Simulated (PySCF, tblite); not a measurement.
# C6H11GeN: geometry, infrared bands and NMR shifts

Wanted: the infrared bands and NMR shifts of C6H11GeN (`C[C@]1(C#N)CC[CH2][GeH2]1`), by calculation.

Computed with tblite 0.8.0 and PySCF 2.14.0, with density-fitted response routines of our own, on a single molecule in the gas phase. Atoms are numbered from 0 throughout.

### Step 1. The molecule as given

19 atoms, charge 0, multiplicity 1; geometry from: force field or distance geometry start.

Bonds of the start (Å): C0–C1 1.51, C1–C2 1.44, C2–N3 1.17, C1–C4 1.49, C4–C5 1.49, C5–C6 1.53, C6–Ge7 1.96, Ge7–C1 1.96, C0–H8 1.11, C0–H9 1.11, C0–H10 1.10, C4–H11 1.12, C4–H12 1.11, C5–H13 1.12, C5–H14 1.10, C6–H15 1.09, C6–H16 1.10, Ge7–H17 1.51, Ge7–H18 1.54.

### Step 2. Relaxing the molecule with GFN2-xTB

Job settings and geometry (Å):

```
{"job": {"kind": "relax", "xc": "GFN2-xTB", "basis": "xTB"}, "charge": 0, "multiplicity": 1}
C     -1.682800    -0.725300     0.986000
C     -0.871700     0.092600     0.011800
C     -1.728200     0.856900    -0.851200
N     -2.420200     1.465200    -1.569300
C      0.023800    -0.884600    -0.666200
C      1.308500    -0.250900    -1.074500
C      1.992600     0.295300     0.185300
Ge     0.435300     1.256700     0.887000
H     -2.526100    -0.157000     1.421600
H     -2.138700    -1.529800     0.366500
H     -1.082100    -1.246800     1.742200
H      0.180900    -1.770700     0.000600
H     -0.490200    -1.307300    -1.556000
H      1.988400    -1.045900    -1.474700
H      1.204600     0.537100    -1.835700
H      2.787000     1.002000    -0.052000
H      2.282800    -0.508200     0.872600
H      0.353900     1.292900     2.396000
H      0.372300     2.637100     0.202500
```

Launch:

```sh
OMP_NUM_THREADS=1 python probes_run.py task.json out
```

The driver reads the jobs from task.json and runs them one after another.

Standard output:

```text
step      E/eV     max force
  0    -632.27998    2.765
  1    -632.32408    8.671
  2    -632.53410    1.695
  3    -632.61753    1.065
  4    -632.65859    0.405
  5    -632.70248    0.784
  6    -632.71879    0.426
  7    -632.73745    0.260
  8    -632.75231    0.436
  9    -632.76636    0.425
 10    -632.77606    0.270
 11    -632.78363    0.169
 12    -632.78885    0.239
 13    -632.79231    0.209
 14    -632.79498    0.140
 15    -632.79725    0.115
 16    -632.79936    0.115
 17    -632.80143    0.105
 18    -632.80341    0.121
 19    -632.80523    0.102
 20    -632.80679    0.092
 21    -632.80815    0.086
 22    -632.80954    0.093
 23    -632.81105    0.092
 24    -632.81256    0.085
 25    -632.81378    0.079
 26    -632.81469    0.066
 27    -632.81552    0.076
 28    -632.81648    0.074
 29    -632.81746    0.073
 30    -632.81829    0.070
 31    -632.81901    0.064
 32    -632.81984    0.067
 33    -632.82089    0.094
 34    -632.82199    0.105
 35    -632.82288    0.076
 36    -632.82357    0.053
 37    -632.82427    0.060
 38    -632.82514    0.092
 39    -632.82615    0.108
 40    -632.82724    0.100
 41    -632.82842    0.095
 42    -632.82974    0.088
 43    -632.83108    0.091
 44    -632.83220    0.065
 45    -632.83304    0.071
 46    -632.83370    0.057
 47    -632.83429    0.057
 48    -632.83480    0.054
 49    -632.83527    0.050
 50    -632.83584    0.060
 51    -632.83672    0.096
 52    -632.83811    0.119
 53    -632.83985    0.098
 54    -632.84133    0.096
 55    -632.84236    0.088
 56    -632.84327    0.084
 57    -632.84436    0.105
 58    -632.84556    0.090
 59    -632.84654    0.076
 60    -632.84719    0.068
 61    -632.84775    0.059
 62    -632.84831    0.054
 63    -632.84910    0.047
 64    -632.84933    0.039
 65    -632.84965    0.035
 66    -632.84989    0.032
 67    -632.85015    0.030
 68    -632.85033    0.026
 69    -632.85050    0.029
 70    -632.85067    0.029
 71    -632.85084    0.024
 72    -632.85098    0.028
 73    -632.85111    0.029
 74    -632.85124    0.027
 75    -632.85141    0.029
 76    -632.85160    0.036
 77    -632.85178    0.030
 78    -632.85193    0.033
 79    -632.85205    0.028
 80    -632.85215    0.022
 81    -632.85222    0.021
 82    -632.85226    0.012
 83    -632.85229    0.014
 84    -632.85230    0.011
 85    -632.85231    0.008
```

Wall time 0.61 s (1 thread of Intel Xeon Platinum 8488C, shared host).

The steps of the relaxation: (not every step is listed)

```csv
step,energy from step 0 (eV),largest force (eV/Å)
0,0.0000,2.7655
1,-0.0441,8.6711
2,-0.2541,1.6952
3,-0.3375,1.0653
4,-0.3786,0.4054
5,-0.4225,0.7841
6,-0.4388,0.4263
7,-0.4575,0.2603
8,-0.4723,0.4360
15,-0.5173,0.1151
22,-0.5296,0.0927
29,-0.5375,0.0728
36,-0.5436,0.0533
43,-0.5511,0.0912
50,-0.5559,0.0597
57,-0.5644,0.1051
64,-0.5693,0.0387
71,-0.5709,0.0244
78,-0.5720,0.0327
80,-0.5722,0.0220
81,-0.5722,0.0206
82,-0.5723,0.0117
83,-0.5723,0.0145
84,-0.5723,0.0114
85,-0.5723,0.0077
```

Close pairs (by a distance rule), those that changed most:

| bond | before (Å) | after (Å) | change (Å) |
| --- | --- | --- | --- |
| C1–Ge7 | 1.957 | 2.025 | +0.068 |
| C1–C4 | 1.489 | 1.539 | +0.050 |
| Ge7–H18 | 1.542 | 1.504 | -0.038 |
| C4–C5 | 1.490 | 1.526 | +0.037 |
| C5–H13 | 1.120 | 1.092 | -0.028 |
| C4–H11 | 1.120 | 1.094 | -0.026 |
| C6–Ge7 | 1.960 | 1.985 | +0.025 |
| C0–H9 | 1.113 | 1.090 | -0.023 |

The final coordinates are the input of the step that follows.

### Step 3. Infrared spectrum with GFN2-xTB

Job settings and geometry (Å):

```
{"job": {"kind": "ir", "xc": "GFN2-xTB", "basis": "xTB"}, "charge": 0, "multiplicity": 1}
C     -1.896635    -0.667415     0.961792
C     -0.851297    -0.008292     0.065060
C     -1.494759     0.772781    -0.948967
N     -1.983856     1.415263    -1.761659
C      0.085586    -1.030388    -0.602904
C      1.316723    -0.303975    -1.138365
C      1.986232     0.454024     0.010089
Ge     0.452991     1.214018     1.016839
H     -2.546100     0.084661     1.407640
H     -2.513320    -1.361648     0.390213
H     -1.403582    -1.218101     1.762471
H      0.393578    -1.762113     0.149824
H     -0.429599    -1.563616    -1.405511
H      2.010720    -1.011147    -1.597063
H      0.998531     0.402961    -1.908997
H      2.688067     1.198381    -0.360101
H      2.541895    -0.238376     0.644423
H      0.463269     0.956628     2.504721
H      0.171754     2.675605     0.803032
```

Standard output:

```text
mode    cm-1     km/mol
  1      72.0      1.65
  2     111.1      4.68
  3     153.0      4.21
  4     210.9      0.20
  5     213.3      0.32
  6     249.8      1.61
  7     307.6      3.61
  8     321.2      3.73
  9     404.1      5.51
 10     408.1     26.52
 11     475.0     17.52
 12     529.6      3.70
 13     567.8     20.50
 14     576.6     21.71
 15     587.5      8.59
 16     624.0    216.95
 17     772.7     53.50
 18     802.7      9.48
 19     823.7    208.29
 20     915.9      4.53
 21     933.6     25.68
 22     975.7      3.44
 23     981.0      9.48
 24    1058.9      2.69
 25    1079.2      1.86
 26    1094.3      2.00
 27    1145.8      1.75
 28    1148.0      5.15
 29    1207.9      4.87
 30    1235.9      7.34
 31    1252.4      1.10
 32    1317.5      1.24
 33    1334.4      2.20
 34    1408.1      1.54
 35    1453.3      1.90
 36    1482.2      1.18
 37    1487.0      2.67
 38    1493.0      2.33
 39    1495.2      4.90
 40    1918.6    273.21
 41    2009.4    447.72
 42    2381.3    261.74
 43    2945.9     24.20
 44    2958.4      3.49
 45    2969.0     83.82
 46    2969.8     22.79
 47    2980.5     60.12
 48    3000.3     37.96
 49    3000.8     21.36
 50    3005.1     44.07
 51    3018.5     19.08
```

Wall time 0.73 s (1 thread of Intel Xeon Platinum 8488C, shared host).

Which atoms move in the most intense modes:

```csv
cm⁻¹,km/mol,atoms
624,216.9,"H17 44 %, H18 11 %"
773,53.5,"H15 31 %, C6 27 %, H16 19 %"
824,208.3,"H18 46 %, H17 46 %"
1919,273.2,"H17 75 %, H18 24 %"
2009,447.7,"H18 75 %, H17 24 %"
2381,261.7,"C2 60 %, N3 39 %"
2969,83.8,"H14 49 %, H16 31 %"
2980,60.1,"H13 63 %, H14 16 %, H12 13 %"
```

### Step 4. NMR shieldings: PBE0/pcSseg-1

The job, as its differences from that of step 3:

```diff
@@ -1,2 +1,2 @@
-{"job": {"kind": "ir", "xc": "GFN2-xTB", "basis": "xTB"}, "charge": 0, "multiplicity": 1}
+{"job": {"kind": "nmr", "xc": "PBE0", "basis": "pcSseg-1"}, "charge": 0, "multiplicity": 1}
 C     -1.896635    -0.667415     0.961792
```

Method: GIAO PBE0/pcSseg-1 NMR shielding, non-relativistic, gas phase.

Standard output:

```text
coarse grid: 70808 points
cycle   1  E = -2366.0299210454  dE =  2.709e-01  |g| = 9.742e-01  |ddm| = 4.040e+00
cycle   2  E = -2365.8910436911  dE =  1.389e-01  |g| = 1.236e+00  |ddm| = 1.476e+00
cycle   3  E = -2366.1047122631  dE = -2.137e-01  |g| = 3.760e-01  |ddm| = 1.114e+00
cycle   4  E = -2366.1332737485  dE = -2.856e-02  |g| = 9.228e-02  |ddm| = 3.072e-01
cycle   5  E = -2366.1348001335  dE = -1.526e-03  |g| = 1.586e-02  |ddm| = 8.227e-02
cycle   6  E = -2366.1348625996  dE = -6.247e-05  |g| = 4.180e-03  |ddm| = 1.808e-02
cycle   7  E = -2366.1348662108  dE = -3.611e-06  |g| = 1.134e-03  |ddm| = 4.862e-03
final grid: 150376 points
cycle   8  E = -2366.1349159228  dE = -4.808e-08  |g| = 1.297e-03  |ddm| = 4.054e-03
cycle   9  E = -2366.1349156861  dE =  2.367e-07  |g| = 1.724e-03  |ddm| = 2.901e-03
cycle  10  E = -2366.1349162661  dE = -5.801e-07  |g| = 3.213e-04  |ddm| = 1.553e-03
cycle  11  E = -2366.1349162884  dE = -2.226e-08  |g| = 7.149e-05  |ddm| = 2.900e-04
cycle  12  E = -2366.1349162894  dE = -1.045e-09  |g| = 8.498e-06  |ddm| = 6.520e-05
cycle  13  E = -2366.1349162895  dE = -1.955e-11  |g| = 3.358e-06  |ddm| = 9.834e-06
converged SCF energy = -2366.1349162895

GIAO shielding tensors (ppm)
atom      isotropic    diamagn.    paramagn.     s11        s22        s33       span
  0 C      161.936     241.632     -79.696    145.803    155.359    184.645     38.842
  1 C      164.028     250.759     -86.731    154.948    161.594    175.543     20.594
  2 C       56.741     260.779    -204.039    -66.994    -60.114    297.330    364.324
  3 N      -29.198     341.577    -370.776   -197.479   -162.453    272.338    469.817
  4 C      140.281     247.031    -106.751    117.626    146.224    156.991     39.366
  5 C      155.879     248.213     -92.334    132.636    163.691    171.311     38.675
  6 C      171.885     250.338     -78.453    151.212    169.732    194.711     43.499
  7 Ge    1401.121    2755.458   -1354.337   1287.861   1367.501   1548.001    260.140
  8 H       29.795      28.324       1.471     24.861     27.641     36.882     12.021
  9 H       29.911      28.269       1.643     25.217     27.418     37.099     11.882
 10 H       30.523      29.346       1.176     25.702     28.695     37.171     11.469
 11 H       30.550      32.275      -1.724     26.104     29.186     36.360     10.256
 12 H       29.528      31.172      -1.643     24.864     27.878     35.843     10.980
 13 H       29.583      29.544       0.039     23.557     27.256     37.936     14.379
 14 H       29.760      31.446      -1.685     25.637     27.805     35.839     10.202
 15 H       30.175      29.429       0.747     24.831     26.890     38.806     13.975
 16 H       30.579      30.229       0.350     25.323     27.563     38.851     13.528
 17 H       27.403      29.641      -2.238     20.879     22.218     39.111     18.231
 18 H       27.146      29.544      -2.398     20.745     22.000     38.694     17.949
```

It took 43 s on 1 thread of Intel Xeon Platinum 8488C, shared host; peak memory 1.1 GiB.

The references, computed at this level on geometries of the same kind, shield at (ppm): 1H TMS 31.72, 13C TMS 186.9, 15N NH3 267.7, 73Ge GeMe4 1331. Their shielding less the atom's gives the shift. The references are single molecules in the gas phase, so shifts against H2O, NH3, PH3, H3PO4 or CFCl3 are not on the usual liquid scales and can be off by tens of ppm. Atoms listed in one row are averaged.

```csv
atoms,environment,σ (ppm),δ (ppm)
C2,nitrile carbon,56.7,130.2
C4,sp3 CH2 in a ring,140.3,46.6
C5,sp3 CH2 in a ring,155.9,31.0
C0,methyl carbon,161.9,25.0
C1,"fully substituted sp3 carbon bonded to Ge, α to a nitrile",164.0,22.9
C6,sp3 CH2 bonded to Ge,171.9,15.0
H18,"hydrogen on a germanium bonded to 2 C, in a 5-membered ring",27.15,4.57
H17,"hydrogen on a germanium bonded to 2 C, in a 5-membered ring",27.40,4.31
H12,hydrogen on an sp3 CH2 in a ring,29.53,2.19
H13,hydrogen on an sp3 CH2 in a ring,29.58,2.13
H14,hydrogen on an sp3 CH2 in a ring,29.76,1.96
"H8, H9, H10",hydrogen on a methyl carbon,30.08,1.64
H15,hydrogen on an sp3 CH2 bonded to Ge,30.18,1.54
H11,hydrogen on an sp3 CH2 in a ring,30.55,1.17
H16,hydrogen on an sp3 CH2 bonded to Ge,30.58,1.14
N3,nitrile nitrogen,-29.2,296.9
Ge7,"germanium bonded to 2 C, 2 H, in a 5-membered ring",1401,-70
```

Charges from the same density, by scheme (e):

| atoms | Mulliken | IAO | Hirshfeld | ESP fit |
| --- | --- | --- | --- | --- |
| C0 | -0.09 | -0.40 | -0.11 | -0.63 |
| C1 | -0.88 | -0.21 | -0.04 | 0.12 |
| C2 | 0.24 | 0.13 | 0.07 | 0.39 |
| N3 | -0.26 | -0.28 | -0.25 | -0.52 |
| C4 | -0.07 | -0.25 | -0.07 | -0.20 |
| C5 | -0.20 | -0.25 | -0.07 | -0.01 |
| C6 | -0.46 | -0.50 | -0.15 | -0.25 |
| Ge7 | 0.51 | 0.62 | 0.35 | 0.28 |

Mayer bond orders: C0–C1 1.03, C1–C2 0.93, C2–N3 3.05, C1–C4 0.96, C4–C5 1.03, C5–C6 1.00, C6–Ge7 0.97, Ge7–C1 0.78.

Ring of atoms C1, C4, C5, C6, Ge7: NICS(0) -5.5, NICS(1) -4.0, NICS(1)zz -1.7 ppm (means of both faces).

### Step 5. Summary of results

| quantity | value |
| --- | --- |
| strongest single infrared mode (GFN2-xTB) | 2009 cm⁻¹, 448 km/mol |
| zero-point energy (GFN2-xTB) | 94.2 kcal/mol |
| 13C shifts against TMS (PBE0/pcSseg-1) | 130.2, 46.6, 31.0, 25.0, 22.9, 15.0 ppm |
| 1H shifts against TMS (PBE0/pcSseg-1, means over atoms taken as alike) | 4.57, 4.31, 2.19, 2.13, 1.96, 1.64, 1.54, 1.17, 1.14 ppm |
| 15N shifts against NH3 (PBE0/pcSseg-1) | 296.9 ppm |
| 73Ge shifts against GeMe4 (PBE0/pcSseg-1) | -70 ppm |

Over 85 steps the energy fell by 0.572 eV; of the close pairs, C1–Ge7 changed most, 1.957 to 2.025 Å. No mode is imaginary among the 51: a minimum at this level. The strongest single mode, at 2009 cm⁻¹, moves mainly H18. GFN2-xTB is a fitted tight-binding method: band positions and strengths are rough. Its intensities can rank the bands wrongly. At PBE0/pcSseg-1: The widest tensor belongs to N3: span 470 ppm, with a paramagnetic part of -371 ppm. Spin-orbit coupling is left out, which matters for shieldings and couplings at and beside the heavy atoms.
